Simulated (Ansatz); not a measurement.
Born–Oppenheimer molecular dynamics of a periodic cell of 16 atoms, Li (start crystal Li, start structure bcc, volume 1.15 times the crystal's). It starts from a structure without forces on its atoms.

The calculation used Ansatz, DFT r2SCAN, scalar-relativistic, plane waves, PAW. Settings: accuracy low, cutoff 500 eV, k mesh 2x2x2, fermi-dirac smearing 0.1 eV, no spin polarisation.

| Quantity | Value |
| --- | --- |
| ensemble | NVT, Langevin thermostat |
| time step | 1 fs |
| steps asked | 20 |
| set temperature | 900 K |
| friction | 0.02 /fs |
| seed | 78479 |

First frame:

```xyz
16
Lattice="7.3129 0.0000 0.0000 0.0000 7.3129 0.0000 0.0000 0.0000 7.3129" Properties=species:S:1:pos:R:3
Li 0.000 0.000 0.000
Li 3.656 0.000 0.000
Li 0.000 3.656 0.000
Li 0.000 0.000 3.656
Li 1.828 1.828 1.828
Li 3.656 3.656 0.000
Li 3.656 0.000 3.656
Li 5.485 1.828 1.828
Li 0.000 3.656 3.656
Li 1.828 5.485 1.828
Li 1.828 1.828 5.485
Li 3.656 3.656 3.656
Li 5.485 5.485 1.828
Li 5.485 1.828 5.485
Li 1.828 5.485 5.485
Li 5.485 5.485 5.485
```

(1) What does the run give?

(2) What happens to the structure?

(3) How do temperature and energy run in time?

Answers

(1) All steps were run.

* steps done: 20
* time covered: 20 fs
* mean temperature over the second half: 579 K
* spread of the potential energy over the second half: 9.2 meV per atom
* mean potential energy of the second half above the start: 25.3 meV per atom

The mean temperature of the second half is 36 % below the set value. A run of 0.02 ps of so small a system gives no equilibrium averages. Limits of this set-up: coarse k mesh, low accuracy level.

(2) Mean squared displacements from the first frame to the last, about the centre of mass: Li 0.08 Å². The details hang on the random start.

(3) 
```
time (fs)  T (K)  potential energy less start (eV)
      0.0    844                             0.000
      1.0    808                             0.002
      2.0    868                             0.008
      3.0    884                             0.019
      4.0    827                             0.034
      5.0    823                             0.052
      6.0    807                             0.074
      7.0    775                             0.099
      8.0    703                             0.126
      9.0    721                             0.156
     10.0    665                             0.190
     11.0    663                             0.227
     12.0    575                             0.266
     13.0    546                             0.306
     14.0    547                             0.348
     15.0    561                             0.392
     16.0    573                             0.439
     17.0    620                             0.490
     18.0    576                             0.545
     19.0    528                             0.600
     20.0    521                             0.651
```

Run time: 7.4 min on 1 thread of Arm Neoverse V1, on a shared host, peak memory 0.64 GiB.
